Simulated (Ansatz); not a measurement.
Write a Python script for Ansatz 0.2.0, Python API that makes vertical and adiabatic energies of changing the electron count of CdI. Settings (for the species named): PBE0, def2-TZVP basis, multiplicity 2.

```xyz
2

Cd    0.0000    0.0000    0.0000
I     0.0000    0.0000    2.7100
```

`adiabatic.py`
```python
import itertools

import ansatz as az
from ase.data import atomic_numbers, covalent_radii
import numpy as np

geometry_ang = [
    ("Cd", (0.0, 0.0, 0.0)),
    ("I", (0.0, 0.0, 2.71)),
]
mol = az.Crystal.molecule()
for symbol, xyz in geometry_ang:
    mol = mol.atom(symbol, xyz)

setup = mol.calculation()
setup = setup.basis(gaussian="def2-TZVP")
setup = setup.functional("pbe0")
setup = setup.spin("collinear", total=1)
symbols = [site.symbol for site in mol.cartesian_sites]
start = np.array([site.position_ang for site in mol.cartesian_sites], dtype=float)
data = setup.relax(force_tolerance=0.01).run(threads=1, pin="off").report
end = np.array(data["positions_ang"])

minimum = az.Crystal.molecule()
for symbol, place in zip(symbols, end):
    minimum = minimum.atom(symbol, place.tolist())
ion = (
    minimum.calculation()
    .basis(gaussian="def2-TZVP")
    .functional("pbe0")
    .charge(1)
)
vertical = ion.run(threads=1, pin="off").report
settled = ion.relax(force_tolerance=0.01, max_steps=80).run(threads=1, pin="off").report
print(f"vertical ionisation energy   {vertical['free_energy_ev'] - data['free_energy_ev']:.3f} eV")
print(f"adiabatic, no zero point     {settled['free_energy_ev'] - data['free_energy_ev']:.3f} eV")
print(f"relaxation energy of the ion {vertical['free_energy_ev'] - settled['free_energy_ev']:.3f} eV")
ionised = np.array(settled["positions_ang"])
radius = [covalent_radii[atomic_numbers[s]] for s in symbols]
span = lambda where, i, j: np.linalg.norm(where[i] - where[j])
bonded = [(i, j) for i, j in itertools.combinations(range(len(symbols)), 2) if min(span(end, i, j), span(ionised, i, j)) < 1.2 * (radius[i] + radius[j])]
print("pair        before    after (A)")
for i, j in bonded:
    print(f"{symbols[i]}{i}-{symbols[j]}{j}".ljust(10), f"{span(end, i, j):8.4f} {span(ionised, i, j):8.4f}")
```

Running `python adiabatic.py` prints:
```text
vertical ionisation energy   8.273 eV
adiabatic, no zero point     8.186 eV
relaxation energy of the ion 0.087 eV
pair        before    after (A)
Cd0-I1       2.7026   2.5603
```

What to keep in mind:
- The energies are electronic: no zero-point or thermal terms, and the basis set is short of its limit. The product may relax into another structure. The relaxation finds the nearest minimum, so the adiabatic value is an upper bound.
- def2 sets replace the cores of elements past krypton by effective core potentials.
- The species is open-shell (spin multiplicity 2).
- Only the spin states typed were run; another state of an ion can lie lower, by up to an eV or two.
- The spin state was assumed, and another may lie lower.
- Run time: 36 s on 1 thread of Arm Neoverse V1 (shared host), peak memory 0.3 GiB.
